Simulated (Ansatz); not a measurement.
**TiSi: convergence and cost**

This session on TiSi sets out to see how the k-point mesh shifted by half a step moves the results.

Program: Ansatz 0.2.0. Level of theory: DFT r2SCAN, scalar-relativistic, plane waves, PAW. These are calculated values, not measurements.

**1. The system as given**

It takes space group Cmmm (No. 65, orthorhombic). The conventional cell has a = 3.632 Å, b = 4.235 Å, c = 3.804 Å, α = 90.00°, β = 90.00°, γ = 90.00°. Ti (site symmetry mmm) is surrounded by 8 Si at 2.63 to 2.85 Å and 4 Ti at 2.79 Å. Si (site symmetry mmm) is surrounded by 8 Ti at 2.63 to 2.85 Å.

Coordinates:

```cif
data_structure
_symmetry_space_group_name_H-M 'Cmmm'
_symmetry_Int_Tables_number 65
_cell_length_a 3.6324
_cell_length_b 4.2352
_cell_length_c 3.8039
_cell_angle_alpha 90.000
_cell_angle_beta 90.000
_cell_angle_gamma 90.000
_cell_volume 58.52
loop_
_atom_site_label
_atom_site_type_symbol
_atom_site_symmetry_multiplicity
_atom_site_Wyckoff_symbol
_atom_site_fract_x
_atom_site_fract_y
_atom_site_fract_z
_atom_site_occupancy
Ti1 Ti 2 b 0.50000 0.00000 0.00000 1
Si1 Si 2 d 0.00000 0.00000 0.50000 1
```

The structure comes from the Materials Project (structure only); it is used as listed.

**2. The base run, which the others are set against**

File input.yaml:

```yaml
crystal:
  lattice:
    - [1.816178, -2.117624, 0.0]
    - [1.816178, 2.117624, 0.0]
    - [0.0, 0.0, 3.803934]
  atoms:
    - { symbol: Ti, position: [0.5, 0.5, 0.0] }
    - { symbol: Si, position: [0.0, 0.0, 0.5] }
basis:
  ecutwfc: 500
kpoints:
  mp_grid: { grid: [16, 16, 12] }
hamiltonian:
  xc: r2scan
scf:
  occupations: { method: gaussian, width: 0.1 }
output:
  forces: true
  stress: true
  eigenvalues: true
  populations: true
```

Its results, from an earlier run: -1572.2522 eV/atom at zero smearing, pressure -1.86 GPa, largest force 0.000 eV/Å, no gap on the mesh, in 7 SCF cycles and 7 s.

**3. K-point mesh shifted by half a step set to 10×10×8**

Edit input.yaml of step 2 so:

```diff
@@ -11,3 +11,3 @@
 kpoints:
-  mp_grid: { grid: [16, 16, 12] }
+  mp_grid: { grid: [10, 10, 8], shift: [0.5, 0.5, 0.5] }
 hamiltonian:
@@ -20,2 +20 @@
   eigenvalues: true
-  populations: true
```

What it wrote, cut to the lines that bear on the results:

```text
Warning: RAYON_NUM_THREADS=2 ignored (pool sized by the plan → 2); use --threads N
[...]
Pseudopotentials: kind: paw
Pseudopotential: Ti, paw, valence charge 12, recommended cutoff 500 eV (meta_gga), Ti.paw.azcp
Pseudopotential: Si, paw, valence charge 4, recommended cutoff 500 eV (meta_gga), Si.paw.azcp
Functional definition: r2SCAN
[...]
Crystal: 2 atoms, lattice volume = 29.260 Å³
Basis set: ecut = 500 eV, 741 PW (Γ), exchange–correlation on 96×96×120 points (64 copies of the dense FFT grid, shifted against one another)
Bands: 12, of which v1, the nominal top of the filled ones, is band 8 counted from 1 (7 counted from 0)
Symmetry: 8 space group operations
Space group: Cmmm (ITA 65), of the structure as read, at distance tolerance 3.1e-5 Å
k-points: 120 of 800
[...]
SCF iter   1: F=—  HF=-3144.467017 eV  |F-HF|=—  |Δ(HF+E_count)|=         —  Δρ=1.38e-2  dr2=5.43e-2  dr2_τ=2.15e-2  ethr=1.77e-3  ⟨swp⟩=5.0  Hψ=8141  notcnv=0
[...]
SCF iter   7: F=-3144.505734 eV  HF=-3144.505734 eV  |F-HF|=1.02e-9  |Δ(HF+E_count)|=   7.68e-9  Δρ=3.39e-6  dr2=1.37e-9  dr2_τ=5.97e-11  ethr=2.15e-10  ⟨swp⟩=2.0  Hψ=4629  notcnv=0
[...]
SCF converged after 7 iterations
Free energy (F): -3144.505734 eV
[...]
E sigma→0 (E₀):  -3144.502796 eV
Entropy (-TS):   -0.005875 eV (-2.938 meV/atom)
Fermi energy:    13.408479 eV
[...]
--- Forces (eV/Å), atoms counted from 1 ---
  atom   1  Ti     0.00000000     0.00000000     0.00000000
  atom   2  Si     0.00000000     0.00000000     0.00000000
[...]
--- Stress (GPa, compression-positive) ---
       -1.191026       0.000000       0.000000
        0.000000      -2.487293       0.000000
        0.000000       0.000000      -1.889203
  P = ⅓ Tr σ = -1.8558 GPa (-18.558 kbar)
--- Band table (eV; the first three rows and the last of 120) ---
  k-point 0: bands = ["-45.6700", "-21.0350", "-20.6107", "-20.5156", "1.1236", "10.4682", "11.8348", "12.1051", "15.3915", "15.8610", "16.6048", "18.5995"]
[...]
```

It took 1.8 s on 2 threads of an x86-64 CPU, shared host; peak memory 0.47 GiB.

Result: -1572.2514 eV/atom at zero smearing, pressure -1.86 GPa and no gap on the mesh.

**4. K-point mesh shifted by half a step set to 12×12×10**

Edit input.yaml of step 3 so:

```diff
@@ -11,3 +11,3 @@
 kpoints:
-  mp_grid: { grid: [10, 10, 8], shift: [0.5, 0.5, 0.5] }
+  mp_grid: { grid: [12, 12, 10], shift: [0.5, 0.5, 0.5] }
 hamiltonian:
```

What it wrote, cut to the lines that bear on the results:

```text
Warning: RAYON_NUM_THREADS=2 ignored (pool sized by the plan → 2); use --threads N
[...]
Pseudopotentials: kind: paw
Pseudopotential: Ti, paw, valence charge 12, recommended cutoff 500 eV (meta_gga), Ti.paw.azcp
Pseudopotential: Si, paw, valence charge 4, recommended cutoff 500 eV (meta_gga), Si.paw.azcp
Functional definition: r2SCAN
[...]
Crystal: 2 atoms, lattice volume = 29.260 Å³
Basis set: ecut = 500 eV, 741 PW (Γ), exchange–correlation on 96×96×120 points (64 copies of the dense FFT grid, shifted against one another)
Bands: 12, of which v1, the nominal top of the filled ones, is band 8 counted from 1 (7 counted from 0)
Symmetry: 8 space group operations
Space group: Cmmm (ITA 65), of the structure as read, at distance tolerance 3.1e-5 Å
k-points: 210 of 1440
[...]
SCF iter   1: F=—  HF=-3144.470016 eV  |F-HF|=—  |Δ(HF+E_count)|=         —  Δρ=1.36e-2  dr2=4.98e-2  dr2_τ=2.18e-2  ethr=1.77e-3  ⟨swp⟩=5.0  Hψ=14393  notcnv=0
[...]
SCF iter   7: F=-3144.509578 eV  HF=-3144.509578 eV  |F-HF|=9.10e-10  |Δ(HF+E_count)|=   1.24e-8  Δρ=3.07e-6  dr2=1.19e-9  dr2_τ=4.33e-11  ethr=2.20e-10  ⟨swp⟩=2.0  Hψ=8158  notcnv=0
[...]
SCF converged after 7 iterations
Free energy (F): -3144.509578 eV
[...]
E sigma→0 (E₀):  -3144.507077 eV
Entropy (-TS):   -0.005001 eV (-2.500 meV/atom)
Fermi energy:    13.441063 eV
[...]
--- Forces (eV/Å), atoms counted from 1 ---
  atom   1  Ti     0.00000000     0.00000000     0.00000000
  atom   2  Si     0.00000000     0.00000000     0.00000000
[...]
--- Stress (GPa, compression-positive) ---
       -1.530418       0.000000       0.000000
        0.000000      -2.717406       0.000000
        0.000000       0.000000      -1.154111
  P = ⅓ Tr σ = -1.8006 GPa (-18.006 kbar)
--- Band table (eV; the first three rows and the last of 210) ---
  k-point 0: bands = ["-45.6623", "-21.0320", "-20.5971", "-20.4966", "1.0662", "10.5840", "11.7468", "12.1167", "15.3496", "15.9172", "16.6298", "18.6632"]
[...]
```

It took 2.7 s on 2 threads of an x86-64 CPU, shared host; peak memory 0.52 GiB.

Read-out: -1572.2535 eV/atom at zero smearing, pressure -1.80 GPa and no gap on the mesh.

**5. K-point mesh shifted by half a step: 14×14×10**

Edit input.yaml of step 4 so:

```diff
@@ -11,3 +11,3 @@
 kpoints:
-  mp_grid: { grid: [12, 12, 10], shift: [0.5, 0.5, 0.5] }
+  mp_grid: { grid: [14, 14, 10], shift: [0.5, 0.5, 0.5] }
 hamiltonian:
```

What it wrote, cut to the lines that bear on the results:

```text
Warning: RAYON_NUM_THREADS=2 ignored (pool sized by the plan → 2); use --threads N
[...]
Pseudopotentials: kind: paw
Pseudopotential: Ti, paw, valence charge 12, recommended cutoff 500 eV (meta_gga), Ti.paw.azcp
Pseudopotential: Si, paw, valence charge 4, recommended cutoff 500 eV (meta_gga), Si.paw.azcp
Functional definition: r2SCAN
[...]
Crystal: 2 atoms, lattice volume = 29.260 Å³
Basis set: ecut = 500 eV, 741 PW (Γ), exchange–correlation on 96×96×120 points (64 copies of the dense FFT grid, shifted against one another)
Bands: 12, of which v1, the nominal top of the filled ones, is band 8 counted from 1 (7 counted from 0)
Symmetry: 8 space group operations
Space group: Cmmm (ITA 65), of the structure as read, at distance tolerance 3.1e-5 Å
k-points: 280 of 1960
[...]
SCF iter   1: F=—  HF=-3144.467984 eV  |F-HF|=—  |Δ(HF+E_count)|=         —  Δρ=1.34e-2  dr2=5.04e-2  dr2_τ=2.15e-2  ethr=1.77e-3  ⟨swp⟩=5.0  Hψ=19154  notcnv=0
[...]
SCF iter   7: F=-3144.507649 eV  HF=-3144.507649 eV  |F-HF|=1.37e-9  |Δ(HF+E_count)|=   9.85e-9  Δρ=3.66e-6  dr2=1.69e-9  dr2_τ=6.01e-11  ethr=2.45e-10  ⟨swp⟩=2.0  Hψ=10792  notcnv=0
[...]
SCF converged after 7 iterations
Free energy (F): -3144.507649 eV
[...]
E sigma→0 (E₀):  -3144.504687 eV
Entropy (-TS):   -0.005923 eV (-2.962 meV/atom)
Fermi energy:    13.422654 eV
[...]
--- Forces (eV/Å), atoms counted from 1 ---
  atom   1  Ti     0.00000000     0.00000000     0.00000000
  atom   2  Si     0.00000000     0.00000000     0.00000000
[...]
--- Stress (GPa, compression-positive) ---
       -1.834536       0.000000       0.000000
        0.000000      -2.804199       0.000000
        0.000000       0.000000      -1.165528
  P = ⅓ Tr σ = -1.9348 GPa (-19.348 kbar)
--- Band table (eV; the first three rows and the last of 280) ---
  k-point 0: bands = ["-45.6630", "-21.0261", "-20.6003", "-20.4961", "1.0461", "10.5733", "11.7601", "12.1203", "15.3060", "15.9345", "16.6298", "18.7400"]
[...]
```

Wall time 3.4 s (2 threads of an x86-64 CPU, shared host); peak memory 0.54 GiB.

Result: -1572.2523 eV/atom at zero smearing, pressure -1.93 GPa and no gap on the mesh.

**6. Summary: the k-point mesh shifted by half a step**

ΔE: energy per atom at zero smearing, less that of the base run (16×16×12 mesh through Γ, Gaussian smearing of 0.1 eV). Pressure is positive in compression.

| shifted mesh | ΔE (meV/atom) | pressure (GPa) | irreducible points | SCF cycles | CPU time |
| --- | --- | --- | --- | --- | --- |
| 10×10×8 | 0.78 | -1.86 | 120 | 7 | 3.4 s |
| 12×12×10 | -1.36 | -1.80 | 210 | 7 | 5.2 s |
| 14×14×10 | -0.17 | -1.93 | 280 | 7 | 6.6 s |

Times: CPU seconds on a shared machine, a rough guide.

**7. What came out**

| quantity | value |
| --- | --- |
| largest energy shift, k-point mesh shifted by half a step | -1.36 meV/atom at 12×12×10 |

**Reading.** The densest shifted mesh lands 0.17 meV/atom from the base run.
